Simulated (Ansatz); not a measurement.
Run this with the Ansatz DFT code, driven from Python and show what comes out.

`md.py`
```python
import ansatz
import numpy as np

BASIS = "def2-SVP"
FUNCTIONAL = "hf"
N_STEPS = 20
TEMPERATURE_K = 800

system = (
    ansatz.Crystal.molecule()
    .atom("C", (-0.6093, 0.4894, -0.4473))
    .atom("Mg", (0.8047, -0.6875, 0.5677))
    .atom("Br", (2.4945, -2.1121, 1.7596))
    .atom("H", (-1.4786, -0.0688, -0.693))
    .atom("H", (-0.2191, 0.9132, -1.4207))
    .atom("H", (-0.9502, 1.4018, 0.1876))
)

calc = (
    system.calculation()
    .basis(gaussian=BASIS)
    .functional(FUNCTIONAL)
)
symbols = [site.symbol for site in system.cartesian_sites]
start = np.array([site.position_ang for site in system.cartesian_sites], dtype=float)
summary = calc.relax(force_tolerance=0.02).run(threads=1, pin="off").report
end = np.array(summary["positions_ang"])
minimum = ansatz.Crystal.molecule()
for symbol, place in zip(symbols, end):
    minimum = minimum.atom(symbol, place.tolist())

calc = (
    minimum.calculation()
    .basis(gaussian=BASIS)
    .functional(FUNCTIONAL)
    .md("nve", timestep=0.5, steps=N_STEPS, temperature=TEMPERATURE_K, initial_velocities="maxwell_boltzmann", seed=1)
)
frames = []
result = calc.session().plan().execute(on_event=lambda e: frames.append(e["data"]) if e["event"] == "md_step" else None)
print("t (fs)   E_pot (eV)      E_kin (eV)   T (K)   d(0-1) (A)")
for f in frames[::2]:
    xyz = np.array(f["positions_ang"])
    print(f"{f['time_fs']:6.2f} {f['lagrangian_ev']:14.5f} {f['e_kin_ev']:10.5f} {f['temperature_k']:8.1f} {np.linalg.norm(xyz[0] - xyz[1]):9.4f}")
kept = np.array([f["conserved_ev"] for f in frames])
print(f"conserved energy moves by at most {1000 * np.ptp(kept):.3f} meV")
```

```console
$ python md.py
t (fs)   E_pot (eV)      E_kin (eV)   T (K)   d(0-1) (A)
  0.00   -76499.38544    0.41363    800.0    2.1014
  1.00   -76499.29709    0.32670    631.9    2.0992
  2.00   -76499.14373    0.17751    343.3    2.0961
  3.00   -76499.14769    0.18043    349.0    2.0917
  4.00   -76499.25815    0.28719    555.5    2.0862
  5.00   -76499.26821    0.29741    575.2    2.0808
  6.00   -76499.16127    0.19265    372.6    2.0767
  7.00   -76499.05439    0.08734    168.9    2.0748
  8.00   -76499.04283    0.07598    147.0    2.0755
  9.00   -76499.13880    0.17072    330.2    2.0787
 10.00   -76499.26674    0.29650    573.4    2.0840
conserved energy moves by at most 5.963 meV
```

What to keep in mind:
- Total energies depend on the basis set; only differences at equal settings carry meaning.
- The trajectory is only some femtoseconds long, so its temperature is not equilibrated; where the script doesn't relax first, it starts from a rough generated geometry.
- The temperature counts the internal degrees of freedom alone.
- It ran for 21 s on 1 thread of AMD EPYC 9B14 (Zen 4) (shared host), peak memory 0.22 GiB.
